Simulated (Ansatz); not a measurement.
# BFH5NO: the cost of one run

All numbers below are computed with Ansatz 0.2.0 (RKS revPBE-D4/def2-SVP).

1 further run of the same task is left out (it didn't finish).

## Step 1: The structure to begin with

Bond lengths: B1–O2 1.760 Å, O2–H3 1.010 Å, B1–H4 1.190 Å, B1–F5 1.320 Å, B1–N6 1.850 Å, N6–H7 1.060 Å, N6–H8 1.060 Å, O2–H9 1.140 Å, N6–H9 1.157 Å. Angles (14 of 16 angles, heavy atoms first): O2–B1–F5 120.0°, O2–B1–N6 71.6°, F5–B1–N6 101.3°, B1–O2–H3 109.5°, B1–O2–H9 79.4°, O2–B1–H4 120.0°, H4–B1–F5 120.0°, H4–B1–N6 96.8°, B1–N6–H7 120.0°, B1–N6–H8 120.0°, B1–N6–H9 75.1°, O2–H9–N6 133.9°, H3–O2–H9 112.1°, H7–N6–H8 120.0°.

Coordinates:

```xyz
9

B     0.0000    0.0000    0.0000
O     0.0000    0.0000    1.7600
H    -0.9095   -0.2814    2.0971
H     1.0305    0.0000   -0.5950
F    -1.1431    0.0000   -0.6600
N     0.0829    1.7537    0.5833
H     0.4765    1.9752    1.5423
H    -0.2631    2.5370   -0.0414
H     0.0529    1.1189    1.5507
```

## Step 2: Pulling towards end A

Springs on the bonds that form and break draw the guess towards this end; the thresholds are loose.

File input.yaml:

```yaml
crystal:
  periodic: [false, false, false]
  atoms:
    - { symbol: B, position_ang: [0.0, 0.0, 0.0] }
    - { symbol: O, position_ang: [0.0, 0.0, 1.76] }
    - { symbol: H, position_ang: [-0.9095, -0.2814, 2.0971] }
    - { symbol: H, position_ang: [1.0305, 0.0, -0.595] }
    - { symbol: F, position_ang: [-1.1431, 0.0, -0.66] }
    - { symbol: "N", position_ang: [0.0829, 1.7537, 0.5833] }
    - { symbol: H, position_ang: [0.4765, 1.9752, 1.5423] }
    - { symbol: H, position_ang: [-0.2631, 2.537, -0.0414] }
    - { symbol: H, position_ang: [0.0529, 1.1189, 1.5507] }
basis:
  gaussian: { orbitals: def2-SVP }
hamiltonian:
  xc: revpbe
  dispersion: d4
relax:
  f_tol: 0.15
  max_steps: 25
  restrain:
    - { distance: [0, 5], at: 2.75, k: 30.0 }
    - { distance: [8, 1], at: 2.21, k: 30.0 }
    - { distance: [0, 1], at: 1.41, k: 30.0 }
    - { distance: [8, 5], at: 1.06, k: 30.0 }
output:
  orbitals: {}
```

Run with:

```
> ansatz run input.yaml --threads 1 --pin off --max-ram 2048MiB --backend cpu --events-out ev --progress --plain --runs-dir out
```

**Question.** How long does this run take on 1 thread of Intel Xeon 6975P-C (Granite Rapids), shared host, and how much memory does it need?

About 15 s, with a peak of 0.16 GiB.
